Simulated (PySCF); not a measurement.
# C3H8GeS: the cost of one run

Programs: PySCF 2.14.0, with density-fitted response routines of our own. Each step states its level of theory. These are calculated values for one molecule in the gas phase, unless marked as measured. Atoms are numbered from 0 throughout.

## 1. Starting geometry

13 atoms, charge 0, multiplicity 1; geometry from: GFN2-xTB. The atoms were then displaced at random by about 0.01 Å, so the start is not that level's minimum.

Bonds of the start (Å): S0–C1 1.84, C1–C2 1.54, C2–C3 1.50, C3–Ge4 2.01, Ge4–C1 2.00, S0–H5 1.33, C1–H6 1.09, C2–H7 1.09, C2–H8 1.12, C3–H9 1.10, C3–H10 1.09, Ge4–H11 1.49, Ge4–H12 1.51.

## 2. Optimising the geometry at PBE0-D3(BJ)/def2-SVP

What the job is given:

```
{"job": {"xc": "PBE0", "basis": "def2-SVP", "d3": "d3bj", "grid": 1, "shake": 0.01, "kind": "geom"}, "charge": 0, "multiplicity": 1}
S      1.421320    -1.046640     1.461190
C      0.625220    -0.786270    -0.178410
C      0.527200     0.695140    -0.585000
C     -0.765400     1.115920     0.040020
Ge    -1.357870    -0.805150     0.085530
H      2.574740    -0.459200     1.164990
H      1.163220    -1.420140    -0.888270
H      0.511470     0.764580    -1.670580
H      1.394520     1.303310    -0.223550
H     -1.360830     1.833410    -0.535910
H     -0.671980     1.514010     1.054820
H     -2.142340    -1.300750    -1.079270
H     -1.913430    -1.425100     1.344130
```

The run is started by

```bash
OMP_NUM_THREADS=1 python probes_run.py task.json out
```

The driver reads the jobs from task.json and runs them one after another.

Q: Estimate the wall time and peak memory of this first job on 1 thread of Arm Neoverse V1, shared host.

About 53 s, with a peak of 0.53 GiB.
